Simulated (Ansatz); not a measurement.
**SnF₂ (singlet): wave-function methods side by side, def2-SVP**

One table from this session's results is given with a row withheld; the runs are named, their logs left out.

Method: def2-SVP, core rule «outside noble gas», up to 11 orbitals frozen; program: Ansatz 0.2.0, Gaussian basis.

Plan: UHF; CCSD(T) on RHF; BCCD(T) on RHF; CISD; CCSDT(Q) on RHF; CASSCF and MRCISD+Q, 14 electrons in 10 orbitals; CASSCF and NEVPT4(SD), 14 electrons in 10 orbitals; CASSCF and NEVPT2, 14 electrons in 10 orbitals.

12 further runs of the same task are left out: 5 for a known fault of the program, 2 that didn't finish, 5 set aside as unsound or not needed.

### The system

The geometry is a PBE0/def2-TZVP stationary point (not a proven minimum). No spin-orbit coupling is included. Elements past krypton take def2 core potentials.

3 atoms, charge 0, spin multiplicity 1.

Atoms are counted from 1 here; the program's logs count them from 0.

Bond lengths: Sn1–F2 1.932 Å, Sn1–F3 1.932 Å. Angles: F2–Sn1–F3 95.8°.

The first run:

Input file in.yaml:

```yaml
crystal:
  periodic: [false, false, false]
  atoms:
    - {symbol: Sn, position_ang: [0.000000, -0.313993, 0.000000]}
    - {symbol: F, position_ang: [0.000000, 0.980982, -1.433988]}
    - {symbol: F, position_ang: [0.000000, 0.980980, 1.433989]}
basis:
  gaussian: {orbitals: def2-SVP}
magnetization: {spin_polarized: true, initial_magnetization: 0}
hamiltonian: {xc: hf}
output: {orbitals: {seedname: orbitals}}
```

Run with:

```console
$ ansatz run in.yaml --threads 1 --pin off --events-out ev --progress --plain --max-ram 2393MiB
```

Steps of the session up to this table: UHF; CCSD(T) on RHF; BCCD(T) on RHF; CISD; CCSDT(Q) on RHF; CASSCF and MRCISD+Q, 14 electrons in 10 orbitals; CASSCF and NEVPT4(SD), 14 electrons in 10 orbitals; CASSCF and NEVPT2, 14 electrons in 10 orbitals.

One of the session's tables, all rows but one given; the rest of the session is left out.

It belongs to the step «Misses and costs». 

| method | from RCCSDT(Q) (meV) |
| --- | --- |
| RHF | +12550.3 |
| RMP2 | +495.8 |
| RCCSD | +270.8 |
| RCCSD(T) | +51.7 |
| BCCD(T) | +39.7 |
| RCCSDT | ? |
| RCCSDT(Q) | 0 |
| CASSCF valence | +10533.1 |
| NEVPT2 valence | +1243.1 |
| NEVPT4(SD) valence | +265.0 |
| MRCISD valence | +974.6 |
| MRCISD+Q valence | +194.9 |

Q: Estimate the row for RCCSDT from the others.

The run gave: from RCCSDT(Q) (meV): +36.0. In the column «from RCCSDT(Q) (meV)» it lies between RCCSDT(Q) (0) and BCCD(T) (+39.7).

Not comparable, so not listed: CISD (they don't share determinant, frozen orbitals or solution with the rows shown, or repeat one).
